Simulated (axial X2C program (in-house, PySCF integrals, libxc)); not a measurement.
# All-electron X2C curves of WBr

What are the state, bond length, wavenumber and bond energy of WBr, and what does spin–orbit coupling change?

Computed with an in-house X2C program for linear molecules on PySCF integrals. Level: all-electron X2C, W dyall-cv3z, Br dyall-cv3z.

All values are calculated.

**1. The job**

Contents of task.json:

```json
{"zs": [74, 35], "q": 0, "bas": ["dyall-cv3z", "dyall-cv3z"], "levels": ["PBE0", "HF", "BLYP"], "cc": true, "r0": 2.51, "thr": -2.0, "nmax": 110, "npts": 10, "nst": 2, "ntry": 8}
```

Keys: zs atomic numbers; q charge; bas basis sets; levels methods (HF also brings MP2); cc coupled cluster on or off; r0 starting distance in Å; thr threshold in hartree for freezing inner shells (an s shell follows its p shell); nmax most natural virtual spinors; npts points asked for on the curve; nst determinants followed; ntry starts of the search.

Launch:

```sh
$ python so2c.py task.json out
```

Spin-free means the one-electron spin-free X2C Hamiltonian; two-component (2c) means X2C with spin–orbit coupling and atomic mean-field two-electron Coulomb and Gaunt terms. Basis: W dyall-cv3z contracted to [13s14p9d7f4g], Br dyall-cv3z contracted to [8s9p6d4f1g]; Gaussian nuclei, density fitting. Masses: W 183.951 u, Br 78.918 u.

Notation: σ, π±, δ± give the projection m of an orbital's angular momentum (0, ±1, ±2), α and β its spin, Λ and M_S the sums; ω is the projection of a spinor's total angular momentum and Ω the sum. Logs are in hartree.

The results follow Hamiltonian by Hamiltonian and level by level.

**2. Search for the lowest determinant**

PBE0 moves the distance from 2.510 Å to 2.413 Å and compares determinants there.

Spin-free determinants:

```
ΔE (eV)             state                                   open shells
   0.00  M_S = 5/2, Λ = 0  beyond closed shells: σα, π+α, π-α, δ+α, δ-α
   1.02  M_S = 5/2, Λ = 1   beyond closed shells: 2 × σα, π+α, δ+α, δ-α
   1.23  M_S = 3/2, Λ = 1           beyond closed shells: π+α, δ+α, δ-α
   1.34  M_S = 3/2, Λ = 2           beyond closed shells: π+α, π-α, δ+α
   1.77  M_S = 3/2, Λ = 0  beyond closed shells: σβ, π+α, π-α, δ+α, δ-α
   1.81  M_S = 5/2, Λ = 2   beyond closed shells: 2 × σα, π+α, π-α, δ+α
   1.85  M_S = 3/2, Λ = 0  beyond closed shells: σα, π+β, π-α, δ+α, δ-α
```

Two-component determinants:

```json
{"ΔE (eV)": "0.00", "state": "Ω = 5/2", "open shells": "excess of +ω over −ω: ω = 5/2"}
{"ΔE (eV)": "0.84", "state": "Ω = 3/2", "open shells": "excess of +ω over −ω: ω = 1/2, ω = -3/2, ω = 5/2"}
{"ΔE (eV)": "1.01", "state": "Ω = 1/2", "open shells": "excess of +ω over −ω: ω = 1/2"}
{"ΔE (eV)": "1.05", "state": "Ω = 1/2", "open shells": "excess of +ω over −ω: ω = -1/2, ω = -3/2, ω = 5/2"}
{"ΔE (eV)": "1.13", "state": "Ω = 7/2", "open shells": "excess of +ω over −ω: 2 × ω = 1/2, ω = 5/2"}
{"ΔE (eV)": "1.60", "state": "Ω = 7/2", "open shells": "excess of +ω over −ω: ω = -1/2, ω = 3/2, ω = 5/2"}
{"ΔE (eV)": "1.67", "state": "Ω = 3/2", "open shells": "excess of +ω over −ω: ω = 3/2"}
```

**3. PBE0, spin-free**

State followed: M_S = 5/2, Λ = 0 (beyond closed shells: σα, π+α, π-α, δ+α, δ-α). The scan is laid around 2.413 Å, a first estimate of the minimum, and this SCF restarts from the orbitals of the search.

The SCF at the reference distance of 2.413 Å:

```text
spin-free X2C-1e  PBE0
basis functions 287  fitting functions 1468  grid points 5802
iter        total energy     max residual
   1     -18749.626707032     1.16e-05
   2     -18749.626707033     1.24e-05
converged
one-electron -26912.56013037  Coulomb 8016.30274149  exact exchange -103.68060823  xc functional -317.68248377  nuclear repulsion 567.99377384
```

Along the bond, energies from the lowest point:

```tsv
R (Å)	E (eV)	μ (D)	HOMO (eV)	LUMO (eV)	iterations
2.099	1.0424	-1.80	-5.28	-2.14	13
2.196	0.4261	-2.20	-5.49	-2.23	13
2.268	0.1672	-2.51	-5.65	-2.38	12
2.341	0.0358	-2.83	-5.81	-2.53	12
2.413	0.0000	-3.15	-5.96	-2.69	2
2.498	0.0465	-3.53	-6.13	-2.88	12
2.582	0.1601	-3.91	-6.29	-3.06	13
2.691	0.3704	-4.40	-6.47	-3.29	13
2.823	0.6825	-4.98	-6.66	-3.57	13
3.016	1.1730	-5.77	-6.83	-3.94	15
```

Dipoles are positive if Br is the positive end.

Outer orbitals at the reference distance:

```json
{"symmetry": "σα", "occupied": "yes", "ε (eV)": "-21.50", "atomic character": "74% Br s, 8% W d, 8% W p"}
{"symmetry": "σβ", "occupied": "yes", "ε (eV)": "-21.45", "atomic character": "75% Br s, 8% W d, 8% W p"}
{"symmetry": "σα", "occupied": "yes", "ε (eV)": "-9.92", "atomic character": "71% Br p, 12% W d, 12% W s"}
{"symmetry": "σβ", "occupied": "yes", "ε (eV)": "-9.60", "atomic character": "78% Br p, 10% W d, 7% W s"}
{"symmetry": "π-α", "occupied": "yes", "ε (eV)": "-8.83", "atomic character": "64% Br p, 28% W d, 3% W f"}
{"symmetry": "π+α", "occupied": "yes", "ε (eV)": "-8.83", "atomic character": "64% Br p, 28% W d, 3% W f"}
{"symmetry": "π+β", "occupied": "yes", "ε (eV)": "-8.30", "atomic character": "79% Br p, 10% W d, 5% W f"}
{"symmetry": "π-β", "occupied": "yes", "ε (eV)": "-8.30", "atomic character": "79% Br p, 10% W d, 5% W f"}
{"symmetry": "σα", "occupied": "yes", "ε (eV)": "-6.80", "atomic character": "60% W s, 33% W d, 4% W p"}
{"symmetry": "δ-α", "occupied": "yes", "ε (eV)": "-6.41", "atomic character": "100% W d"}
{"symmetry": "δ+α", "occupied": "yes", "ε (eV)": "-6.41", "atomic character": "100% W d"}
{"symmetry": "π-α", "occupied": "yes", "ε (eV)": "-5.96", "atomic character": "70% W d, 19% Br p, 6% W p"}
{"symmetry": "π+α", "occupied": "yes", "ε (eV)": "-5.96", "atomic character": "70% W d, 19% Br p, 6% W p"}
{"symmetry": "σα", "occupied": "no", "ε (eV)": "-2.69", "atomic character": "41% W d, 35% W p, 11% Br p"}
{"symmetry": "σβ", "occupied": "no", "ε (eV)": "-2.29", "atomic character": "78% W s, 12% W d, 7% W p"}
{"symmetry": "σβ", "occupied": "no", "ε (eV)": "-1.00", "atomic character": "57% W d, 31% W p, 7% Br p"}
{"symmetry": "π+α", "occupied": "no", "ε (eV)": "-0.90", "atomic character": "88% W p, 4% Br p, 3% W d"}
```

PBE0 fields in the half plane through the axis: z from -2.4 to 4.8 Å across, distance from the axis 0.15 to 2.25 Å upwards; W lies at z = 0 and Br at z = 2.413 Å; the ELF is damped to zero where the density is low.

log10 density (e/bohr³). Ten even steps from ' ' (-4.72 ) to '@' (1.80 ):
```
......::::::::::::::::::::::::::::::::::......    
....::::------------------------------::::::....  
..::::------========----------======------::::..  
..::::----==============================----::....
..::----====++++++++++======++++++++++====--::::..
..::----==++++******++++++++++******++++==----::..
..::::--==++**######**++++++****##****++====--::..
..::::--==++##%%@@%%##++++++**%%@@%%**++++==--::..
```

ELF. Ten even steps from '0' (0.00 ) to '9' (0.85 ):
```
0012444432110001121000000
0024566543210123444210000
0135677644321246776531000
0135677544322468998752100
0024566544323689999864100
0001346666524887579985200
0000037535625852425986200
0000036535525828282886310
```

Re = 2.410 Å, ωe = 259.2 cm⁻¹, ωexe = 0.552 cm⁻¹, Be = 0.05257 cm⁻¹, De = 3.62 eV, μ = -3.14 D.

**4. HF, spin-free**

Output at 2.413 Å:

```text
spin-free X2C-1e  HF
basis functions 287  fitting functions 1468  grid points 5802
iter        total energy     max residual
   1     -18742.986047937     9.92e-01
   2     -18743.040727729     2.01e-02
   3     -18743.042381841     2.23e-02
   4     -18743.044520224     1.68e-03
   5     -18743.044715725     9.66e-04
   6     -18743.044777218     7.14e-04
   7     -18743.044813930     4.88e-04
   8     -18743.044837098     2.97e-04
   9     -18743.044847330     1.55e-04
  10     -18743.044850473     7.24e-05
  11     -18743.044851506     2.18e-05
  12     -18743.044851592     6.93e-06
  13     -18743.044851598     4.44e-06
  14     -18743.044851599     1.39e-06
converged
one-electron -26914.62488250  Coulomb 8018.60303197  exact exchange -415.01677491  xc functional 0.00000000  nuclear repulsion 567.99377384
```

Re = 2.496 Å, ωe = 238.4 cm⁻¹, ωexe = 0.481 cm⁻¹, Be = 0.04901 cm⁻¹, De = 2.46 eV, μ = -4.35 D.

**5. BLYP, spin-free**

The SCF at the reference distance of 2.413 Å:

```text
spin-free X2C-1e  BLYP
basis functions 287  fitting functions 1468  grid points 5802
iter        total energy     max residual
   1     -18751.176014891     2.97e-01
   2     -18751.185305111     1.83e-02
   3     -18751.178196250     3.53e-02
   4     -18751.188589475     1.72e-03
   5     -18751.188491551     2.81e-03
   6     -18751.188717610     3.09e-04
   7     -18751.188719275     4.14e-05
   8     -18751.188719293     2.75e-05
   9     -18751.188719313     6.41e-06
  10     -18751.188719314     4.46e-06
converged
one-electron -26909.76078038  Coulomb 8013.40878602  exact exchange 0.00000000  xc functional -422.83049879  nuclear repulsion 567.99377384
```

Re = 2.440 Å, ωe = 244.0 cm⁻¹, ωexe = 0.58 cm⁻¹, Be = 0.05127 cm⁻¹, De = 3.64 eV, μ = -2.58 D.

**6. MP2 and beyond, spin-free**

Correlated methods: 13 electrons correlated (frozen shells, counted by type: W 5 s, 4 p, 2 d, 1 f; Br 3 s, 2 p, 1 d), 329 virtual spinors in MP2, 110 natural virtuals in coupled cluster.

Output of the correlated part at 2.413 Å:

```text
correlated 13  virtual 329  natural virtual 110  E(MP2) -0.254322381  MP2 remainder -0.006384522
iter   CCSD correlation   residual
   1     -0.261053906   9.75e-02
   2     -0.266500871   4.00e-02
   3     -0.268132066   1.90e-02
   4     -0.268291206   8.46e-03
   5     -0.268374189   3.53e-03
   6     -0.268397839   1.87e-03
   7     -0.268399305   8.64e-04
   8     -0.268404577   3.61e-04
   9     -0.268400489   1.50e-04
  10     -0.268401071   6.55e-05
  11     -0.268400553   2.51e-05
  12     -0.268400714   1.07e-05
  13     -0.268400687   4.77e-06
  14     -0.268400678   2.00e-06
(T) -0.011278804  T1 0.0274  D1 0.0636  max T2 0.031
```

T1 in the output is the amplitude norm over the root of the electron number; divide by √2 for the Lee–Taylor value.

MP2: Re = 2.426 Å, ωe = 258.6 cm⁻¹, Be = 0.05188 cm⁻¹, De = 3.61 eV.

CCSD: Re = 2.440 Å, ωe = 254.1 cm⁻¹, ωexe = 0.496 cm⁻¹, Be = 0.05125 cm⁻¹, De = 3.40 eV. T1 at Re = 0.020 (Lee–Taylor, the printed value over √2).

CCSD(T): Re = 2.437 Å, ωe = 254.6 cm⁻¹, ωexe = 0.502 cm⁻¹, Be = 0.05139 cm⁻¹, De = 3.52 eV. T1 at Re = 0.020 (Lee–Taylor, the printed value over √2).

**7. A higher determinant, spin-free**

State: M_S = 5/2, Λ = 1 (beyond closed shells: 2 × σα, π+α, δ+α, δ-α).

Output at the reference distance:

```text
spin-free X2C-1e  PBE0
basis functions 287  fitting functions 1468  grid points 5802
iter        total energy     max residual
   1     -18749.589395273     5.30e-06
   2     -18749.589395272     8.27e-06
converged
one-electron -26909.11340665  Coulomb 8012.83027590  exact exchange -103.66599931  xc functional -317.63403906  nuclear repulsion 567.99377384
```

```tsv
R (Å)	E above the lowest PBE0 point (eV)
2.099	2.252
2.196	1.581
2.268	1.278
2.341	1.100
2.413	1.015
2.498	1.004
2.582	1.060
2.691	1.197
2.823	1.426
```

Re = 2.466 Å, ωe = 228.8 cm⁻¹, ωexe = 0.523 cm⁻¹, Be = 0.05019 cm⁻¹, μ = -1.14 D. Te = 1.00 eV. As a difference of two determinants it need not be a gap between pure terms.

**8. The spin-free curves together**

Energy (eV) of the followed determinant, spin-free, from each level's lowest point:

```tsv
R (Å)	PBE0	HF	MP2	CCSD	CCSD(T)	BLYP
2.099	1.042	1.593	1.156	n/a	n/a	1.171
2.196	0.426	0.788	0.495	0.549	0.536	0.514
2.268	0.167	0.408	0.208	0.242	0.234	0.225
2.341	0.036	0.171	0.054	0.070	0.066	0.064
2.413	0.000	0.044	0.000	0.000	0.000	0.000
2.498	0.046	0.000	0.031	0.015	0.018	0.014
2.582	0.160	0.038	0.134	0.104	0.110	0.095
2.691	0.370	0.171	0.339	0.293	0.301	0.265
2.823	0.683	0.413	0.653	n/a	n/a	0.529
3.016	1.173	0.839	1.165	n/a	n/a	0.952
```

**9. PBE0, 2c**

State followed: Ω = 5/2 (excess of +ω over −ω: ω = 5/2). The scan is laid around 2.413 Å, a first estimate of the minimum, and this SCF restarts from the orbitals of the search.

The SCF at the reference distance of 2.413 Å:

```text
two-component X2C + atomic mean field  PBE0
basis functions 287  fitting functions 1468  grid points 5802
iter        total energy     max residual
   1     -18747.466619437     1.71e-05
   2     -18747.466619468     9.96e-06
   3     -18747.466619475     6.67e-06
   4     -18747.466619483     2.94e-06
   5     -18747.466619483     9.86e-07
converged
one-electron -26892.31645181  Coulomb 8013.10641715  exact exchange -103.64186665  xc functional -317.60850744  nuclear repulsion 567.99377384  atomic mean-field constant -14.99998457
```

Along the bond, energies from the lowest point:

```tsv
R (Å)	E (eV)	μ (D)	HOMO (eV)	LUMO (eV)	iterations
2.099	1.0375	-1.79	-5.14	-2.19	15
2.196	0.4240	-2.19	-5.35	-2.26	14
2.268	0.1664	-2.50	-5.50	-2.41	13
2.341	0.0355	-2.81	-5.66	-2.56	13
2.413	0.0000	-3.13	-5.81	-2.71	5
2.498	0.0464	-3.51	-5.97	-2.89	13
2.582	0.1598	-3.88	-6.13	-3.08	13
2.691	0.3693	-4.37	-6.31	-3.31	13
2.823	0.6801	-4.94	-6.50	-3.58	13
3.016	1.1679	-5.71	-6.67	-3.94	15
```

Dipoles are positive if Br is the positive end.

Outer spinors at the reference distance:

```json
{"ω": "-7/2", "occupied": "yes", "ε (eV)": "-35.32", "atomic character": "100% W f", "λ mixture": "100% φ"}
{"ω": "1/2", "occupied": "yes", "ε (eV)": "-21.51", "atomic character": "74% Br s, 8% W d, 8% W p", "λ mixture": "100% σ"}
{"ω": "-1/2", "occupied": "yes", "ε (eV)": "-21.46", "atomic character": "75% Br s, 8% W d, 8% W p", "λ mixture": "100% σ"}
{"ω": "1/2", "occupied": "yes", "ε (eV)": "-9.94", "atomic character": "71% Br p, 12% W d, 11% W s", "λ mixture": "99% σ, 1% π"}
{"ω": "-1/2", "occupied": "yes", "ε (eV)": "-9.64", "atomic character": "78% Br p, 10% W d, 6% W s", "λ mixture": "97% σ, 3% π"}
{"ω": "-1/2", "occupied": "yes", "ε (eV)": "-8.97", "atomic character": "64% Br p, 28% W d, 3% W f", "λ mixture": "98% π, 2% σ"}
{"ω": "3/2", "occupied": "yes", "ε (eV)": "-8.68", "atomic character": "63% Br p, 29% W d, 3% W f", "λ mixture": "100% π"}
{"ω": "1/2", "occupied": "yes", "ε (eV)": "-8.46", "atomic character": "79% Br p, 10% W d, 5% W f", "λ mixture": "99% π, 1% σ"}
{"ω": "-3/2", "occupied": "yes", "ε (eV)": "-8.16", "atomic character": "79% Br p, 10% W d, 5% W f", "λ mixture": "100% π"}
{"ω": "1/2", "occupied": "yes", "ε (eV)": "-6.79", "atomic character": "60% W s, 33% W d, 4% W p", "λ mixture": "100% σ"}
{"ω": "-3/2", "occupied": "yes", "ε (eV)": "-6.68", "atomic character": "99% W d", "λ mixture": "99% δ, 1% π"}
{"ω": "-1/2", "occupied": "yes", "ε (eV)": "-6.13", "atomic character": "70% W d, 19% Br p, 6% W p", "λ mixture": "98% π, 2% σ"}
{"ω": "5/2", "occupied": "yes", "ε (eV)": "-6.10", "atomic character": "100% W d", "λ mixture": "100% δ"}
{"ω": "3/2", "occupied": "yes", "ε (eV)": "-5.81", "atomic character": "70% W d, 20% Br p, 5% W p", "λ mixture": "99% π, 1% δ"}
{"ω": "1/2", "occupied": "no", "ε (eV)": "-2.71", "atomic character": "41% W d, 35% W p, 11% Br p", "λ mixture": "98% σ, 2% π"}
{"ω": "-1/2", "occupied": "no", "ε (eV)": "-2.33", "atomic character": "77% W s, 11% W d, 8% W p", "λ mixture": "99% σ, 1% π"}
{"ω": "-1/2", "occupied": "no", "ε (eV)": "-1.13", "atomic character": "64% W p, 27% W d, 4% Br p", "λ mixture": "62% π, 38% σ"}
{"ω": "-1/2", "occupied": "no", "ε (eV)": "-0.93", "atomic character": "53% W p, 35% W d, 6% Br p", "λ mixture": "62% σ, 38% π"}
```

PBE0 fields in the half plane through the axis: z from -2.4 to 4.8 Å across, distance from the axis 0.15 to 2.25 Å upwards; W lies at z = 0 and Br at z = 2.413 Å; the ELF is damped to zero where the density is low.

log10 density (e/bohr³). Ten even steps from '0' (-4.73 ) to '9' (1.80 ):
```
1112222222222222222211100
1122333333333333333222110
1223334444333334443332210
1223344444444444444433211
1233445555544455555443221
1233455666555556665543321
1233456777655566766544321
1223457898755568986554321
```

ELF. Ten even steps from '0' (0.00 ) to '9' (0.85 ):
```
0012344432110001121000000
0024566543210123444210000
0135677644321246776531000
0135676544322468998752100
0023566544323689999864100
0001346666524887579985200
0000037535625852425986200
0000036535525828282886310
```

Re = 2.410 Å, ωe = 258.8 cm⁻¹, ωexe = 0.554 cm⁻¹, Be = 0.05258 cm⁻¹, De = 3.51 eV, μ = -3.12 D.

**10. HF, 2c**

The SCF at the reference distance of 2.413 Å:

```text
two-component X2C + atomic mean field  HF
basis functions 287  fitting functions 1468  grid points 5802
iter        total energy     max residual
   1     -18740.783711989     9.88e-01
   2     -18740.838628537     2.01e-02
   3     -18740.840356868     2.23e-02
   4     -18740.842501152     1.74e-03
   5     -18740.842730084     9.90e-04
   6     -18740.842810797     7.33e-04
   7     -18740.842863426     4.93e-04
   8     -18740.842897118     2.81e-04
   9     -18740.842908892     1.43e-04
  10     -18740.842911866     7.41e-05
  11     -18740.842912984     2.46e-05
  12     -18740.842913130     1.33e-05
  13     -18740.842913144     1.01e-05
  14     -18740.842913150     5.11e-06
  15     -18740.842913152     2.29e-06
converged
one-electron -26894.31651630  Coulomb 8015.34173463  exact exchange -414.86192075  xc functional 0.00000000  nuclear repulsion 567.99377384  atomic mean-field constant -14.99998457
```

Re = 2.495 Å, ωe = 238.3 cm⁻¹, ωexe = 0.481 cm⁻¹, Be = 0.04903 cm⁻¹, De = 2.30 eV, μ = -4.31 D.

**11. BLYP, 2c**

The SCF at the reference distance of 2.413 Å:

```text
two-component X2C + atomic mean field  BLYP
basis functions 287  fitting functions 1468  grid points 5802
iter        total energy     max residual
   1     -18749.035098555     2.95e-01
   2     -18749.044679526     1.85e-02
   3     -18749.037629058     3.53e-02
   4     -18749.047919163     1.69e-03
   5     -18749.047811340     2.82e-03
   6     -18749.048043413     3.05e-04
   7     -18749.048045025     5.22e-05
   8     -18749.048045048     3.06e-05
   9     -18749.048045072     8.12e-06
  10     -18749.048045073     4.87e-06
converged
one-electron -26889.52618207  Coulomb 8010.21946416  exact exchange 0.00000000  xc functional -422.73511644  nuclear repulsion 567.99377384  atomic mean-field constant -14.99998457
```

Re = 2.440 Å, ωe = 243.1 cm⁻¹, ωexe = 0.583 cm⁻¹, Be = 0.05129 cm⁻¹, De = 3.43 eV, μ = -2.56 D.

**12. MP2 and beyond, 2c**

Correlated methods: 13 electrons correlated (frozen shells, counted by type: W 5 s, 4 p, 2 d, 1 f; Br 3 s, 2 p, 1 d), 329 virtual spinors in MP2, 110 natural virtuals in coupled cluster.

Output of the correlated part at 2.413 Å:

```text
correlated 13  virtual 329  natural virtual 110  E(MP2) -0.254704805  MP2 remainder -0.006571690
iter   CCSD correlation   residual
   1     -0.261266135   9.77e-02
   2     -0.266742564   4.02e-02
   3     -0.268380309   1.91e-02
   4     -0.268542403   8.52e-03
   5     -0.268627143   3.55e-03
   6     -0.268651145   1.87e-03
   7     -0.268652686   8.64e-04
   8     -0.268657892   3.67e-04
   9     -0.268653786   1.60e-04
  10     -0.268654411   7.57e-05
  11     -0.268653821   3.46e-05
  12     -0.268654030   1.90e-05
  13     -0.268653990   1.11e-05
  14     -0.268653990   6.13e-06
(T) -0.011293615  T1 0.0274  D1 0.0627  max T2 0.032
```

MP2: Re = 2.425 Å, ωe = 258.3 cm⁻¹, Be = 0.05189 cm⁻¹, De = 3.48 eV.

CCSD: Re = 2.440 Å, ωe = 253.5 cm⁻¹, ωexe = 0.49 cm⁻¹, Be = 0.05126 cm⁻¹, De = 3.26 eV. T1 at Re = 0.019 (Lee–Taylor, the printed value over √2).

CCSD(T): Re = 2.437 Å, ωe = 253.8 cm⁻¹, ωexe = 0.494 cm⁻¹, Be = 0.0514 cm⁻¹, De = 3.38 eV. T1 at Re = 0.019 (Lee–Taylor, the printed value over √2).

**13. A higher determinant, 2c**

State: Ω = 3/2 (excess of +ω over −ω: ω = 1/2, ω = -3/2, ω = 5/2).

Output at the reference distance:

```text
two-component X2C + atomic mean field  PBE0
basis functions 287  fitting functions 1468  grid points 5802
iter        total energy     max residual
   1     -18747.435612450     5.63e-06
   2     -18747.435612454     3.79e-06
   3     -18747.435612455     2.91e-06
converged
one-electron -26889.06032746  Coulomb 8009.81820191  exact exchange -103.62695197  xc functional -317.56032421  nuclear repulsion 567.99377384  atomic mean-field constant -14.99998457
```

```tsv
R (Å)	E above the lowest PBE0 point (eV)
2.099	2.059
2.196	1.397
2.268	1.099
2.341	0.925
2.413	0.844
2.498	0.835
2.582	0.894
2.691	1.034
2.823	1.265
```

Re = 2.463 Å, ωe = 229.6 cm⁻¹, ωexe = 0.527 cm⁻¹, Be = 0.05032 cm⁻¹, μ = -1.13 D. Te = 0.83 eV. As a difference of two determinants it need not be a gap between pure terms.

**14. The 2c curves together**

Energy (eV) of the followed determinant, 2c, from each level's lowest point:

```tsv
R (Å)	PBE0	HF	MP2	CCSD	CCSD(T)	BLYP
2.099	1.038	1.588	1.151	n/a	n/a	1.153
2.196	0.424	0.785	0.492	0.547	0.533	0.507
2.268	0.166	0.406	0.207	0.241	0.232	0.222
2.341	0.036	0.170	0.054	0.069	0.065	0.063
2.413	0.000	0.043	0.000	0.000	0.000	0.000
2.498	0.046	0.000	0.031	0.015	0.018	0.014
2.582	0.160	0.039	0.134	0.104	0.110	0.095
2.691	0.369	0.172	0.339	0.292	0.300	0.264
2.823	0.680	0.413	0.653	n/a	n/a	0.526
3.016	1.168	0.839	1.163	n/a	n/a	0.945
```

The whole job took 12 min on 1 thread of Arm Neoverse V1, shared host; peak memory 1.3 GiB.

**15. Constants**

Lowest determinant that the search found at its distance, spin-free: M_S = 5/2, Λ = 0 (beyond closed shells: σα, π+α, π-α, δ+α, δ-α).

Lowest determinant that the search found at its distance, 2c: Ω = 5/2 (excess of +ω over −ω: ω = 5/2).

```
Hamiltonian    level  Re (Å)  ωe (cm⁻¹)  De (eV)  μ (D)
  spin-free     PBE0   2.410      259.2     3.62  -3.14
  spin-free       HF   2.496      238.4     2.46  -4.35
  spin-free      MP2   2.426      258.6     3.61    n/a
  spin-free     CCSD   2.440      254.1     3.40    n/a
  spin-free  CCSD(T)   2.437      254.6     3.52    n/a
  spin-free     BLYP   2.440      244.0     3.64  -2.58
         2c     PBE0   2.410      258.8     3.51  -3.12
         2c       HF   2.495      238.3     2.30  -4.31
         2c      MP2   2.425      258.3     3.48    n/a
         2c     CCSD   2.440      253.5     3.26    n/a
         2c  CCSD(T)   2.437      253.8     3.38    n/a
         2c     BLYP   2.440      243.1     3.43  -2.56
```

Dipoles are positive if Br is the positive end.

Time per point (s) on 1 thread of Arm Neoverse V1, shared host (2c runs; CCSD comes with the CCSD(T) run); the times are rough: PBE0 2.8, HF 3.1, MP2 3.7, CCSD(T) 22, BLYP 0.78.

At CCSD(T), going from spin-free to two-component changes Re by 0 mÅ, ωe by -0.3 %; the spin-free picture holds up (part of it comes from the scalar share of the two-electron terms). De moves by -0.14 eV; both De rest on single-determinant atoms, which can miss part of an open shell's spin–orbit lowering.

De refers to W + Br, each in the lowest determinant found, which need not be this curve's own limit. The state is a single determinant with fixed occupations, the lowest that a limited PBE0 search found. De is counted from the lowest determinant-based energies of the atoms at the same level, without counterpoise correction. Density functionals use the spin component along the axis (collinear). Coupled cluster ran in a truncated set of natural virtual spinors; the MP2 energy of the rest was added. With several unpaired electrons one determinant need not be a pure state.
